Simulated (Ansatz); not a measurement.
# CH2F2Si: the cost of one run

The runs use Ansatz 0.2.0, Gaussian basis; single points in def2-TZVPP.

Cores are frozen in the correlated methods.

## (1) The system as given

SMILES `FC=[SiH]F`, 6 atoms, charge 0, spin multiplicity 1.

Atoms are counted from 1 here; the program's logs count them from 0.

Bond lengths: F1–C2 1.392 Å, C2–Si3 1.753 Å, C2–H5 0.989 Å, Si3–F4 1.578 Å, Si3–H6 1.398 Å. Angles: F1–C2–Si3 120.0°, F1–C2–H5 112.1°, Si3–C2–H5 127.9°, C2–Si3–F4 126.2°, C2–Si3–H6 129.7°, F4–Si3–H6 104.1°.

Coordinates:

```xyz
6
CH2F2Si
F     1.0744   -1.4203   -0.8705
C     0.7873   -0.1024   -0.5250
Si   -0.6436    0.2653    0.4179
F    -1.7117   -0.7738    0.9361
H     1.4829    0.5252   -0.8428
H    -1.1066    1.4950    0.8953
```

## (2) CCSD(T)/def2-TZVPP

Contents of run/in.yaml:

```yaml
crystal:
  periodic: [false, false, false]
  atoms:
    - {symbol: F, position_ang: [1.074400, -1.420300, -0.870500]}
    - {symbol: C, position_ang: [0.787300, -0.102400, -0.525000]}
    - {symbol: Si, position_ang: [-0.643600, 0.265300, 0.417900]}
    - {symbol: F, position_ang: [-1.711700, -0.773800, 0.936100]}
    - {symbol: H, position_ang: [1.482900, 0.525200, -0.842800]}
    - {symbol: H, position_ang: [-1.106600, 1.495000, 0.895300]}
basis:
  gaussian: {orbitals: def2-TZVPP}
correlation: {method: ccsd_t}
output: {forces: true}
```

Command:

```
$ ansatz run in.yaml --threads 4 --pin off --events-out ev --progress --plain --max-ram 5222MiB
```

What time and memory should one allow on 4 threads of Arm Neoverse N1, shared host?

About 2.8 min, with a peak of 2.4 GiB.
